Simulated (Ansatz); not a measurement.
# CsTl2: the cost of one run

Computed with Ansatz 0.2.0 (DFT PBE, scalar-relativistic, plane waves, PAW, unless a step's input says otherwise).

1 further run of the same task is left out (it didn't finish).

**1. The structure to begin with**

The structure is tetragonal, space group P4_2/mnm (No. 136). Conventional cell: a = 6.994 Å, b = 6.994 Å, c = 4.505 Å, α = 90.00°, β = 90.00°, γ = 90.00°. Cs (site symmetry mmm) has 6 Tl at 2.96 to 3.03 Å as nearest neighbours. Tl (site symmetry m2m) has 3 Cs at 2.96 to 3.03 Å as nearest neighbours.

Structure file:

```xyz
6
Lattice="6.9938 0.0000 0.0000 0.0000 6.9938 0.0000 0.0000 0.0000 4.5047" Properties=species:S:1:pos:R:3 pbc="T T T"
Cs    0.0000    0.0000    0.0000
Cs    3.4969    3.4969    2.2523
Tl    2.1401    2.1401    0.0000
Tl    1.3568    5.6370    2.2523
Tl    4.8537    4.8537    0.0000
Tl    5.6370    1.3568    2.2523
```

(A quick probe on a coarse mesh, which set the mesh and smearing, is not shown.)

**3. A loose first relaxation**

The input, input.yaml:

```yaml
crystal:
  lattice:
    - [6.9937506263, 0.0, 0.0]
    - [0.0, 6.9937506263, 0.0]
    - [0.0, 0.0, 4.5046817813]
  atoms:
    - { symbol: Cs, position: [0.0, 0.0, 0.0] }
    - { symbol: Cs, position: [0.5, 0.5, 0.5] }
    - { symbol: Tl, position: [0.306, 0.306, 0.0] }
    - { symbol: Tl, position: [0.194, 0.806, 0.5] }
    - { symbol: Tl, position: [0.694, 0.694, 0.0] }
    - { symbol: Tl, position: [0.806, 0.194, 0.5] }
basis:
  ecutwfc: 420
kpoints:
  mp_grid: { grid: [4, 4, 4] }
hamiltonian:
  xc: pbe
scf:
  occupations: { method: gaussian, width: 0.1 }
  lower_state_search: "off"
output:
  forces: true
  stress: true
  eigenvalues: true
relax:
  adjacent_minimum: "off"
  f_tol: 0.04
  max_steps: 70
  cell: { stress_tol: 0.4 }
```

Command:

```console
$ ansatz run input.yaml --threads 1 --pin off --max-ram 2560MiB --backend cpu --events-out ev --progress --plain --runs-dir out
```

What time and memory should one allow on 1 thread of Arm Neoverse V1, shared host?

About 4 min, with a peak of 0.61 GiB.
